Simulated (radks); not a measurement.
# Ionisation of Ge: one atom, several choices of exchange strength α

One table from this session's results is given with a row withheld; the runs are named, their logs left out.

Method: scalar-relativistic Kohn-Sham, spin-polarised, spherical densities, point nucleus; open shells are filled with parallel spins first. Code: radks (a radial shooting solver on a logarithmic mesh, Libxc functionals) version 1.

## The system

```
element       : germanium (Z = 32)
charge        : 0
electrons     : 32
configuration : [Ar] 3d10 4s2 4p2
ion           : Ge⁺, [Ar] 3d10 4s2 4p1
choices       : α = 0.667; α = 0.731; α = 0.793; α = 0.91; α = 1.013
```

Outer shells as boxes (Hund's rule):

Ge
```
[Ar] core
3d [↑↓][↑↓][↑↓][↑↓][↑↓]
4s [↑↓]
4p [↑ ][↑ ][  ]
```

Ge⁺
```
[Ar] core
3d [↑↓][↑↓][↑↓][↑↓][↑↓]
4s [↑↓]
4p [↑ ][  ][  ]
```

Set-up of the first run:

The run's settings:

```text
Z 32
configuration [Ar] 3d10 4s2 4p2
relativity scalar-relativistic
functional xalpha 0.667
spin polarised
nucleus point
c 137.035999084
```

Among the steps run: α = 0.667: Ge.

One of the session's tables, all rows but one given; the rest of the session is left out.

Radial moments (bohr):

| level | <r> | outermost maximum (interpolated) | 90 % within | nodes |
| --- | --- | --- | --- | --- |
| 3p up | 0.6484 | 0.543 | 0.999 | 1 |
| 3p down | 0.6479 | 0.543 | 0.997 | 1 |
| 3d up | 0.7418 | 0.502 | 1.26 | 0 |
| 3d down | 0.7356 | 0.502 | 1.25 | 0 |
| 4s up | 2.131 | 1.75 | 3.23 | 3 |
| 4s down | 2.099 | 1.72 | 3.19 | 3 |
| 4p up | ? | ? | ? | ? |
| 4p down | 3.042 | 2.19 | 4.95 | 2 |

**Question.** Estimate the row for 4p up.

The run gave: <r>: 2.924; outermost maximum (interpolated): 2.23; 90 % within: 4.62; nodes: 2. In the column «<r>» it lies between 4s up (2.131) and 4p down (3.042).

Limits of these values: Open shells are spherical and high-spin; term and fine-structure splittings are not resolved.
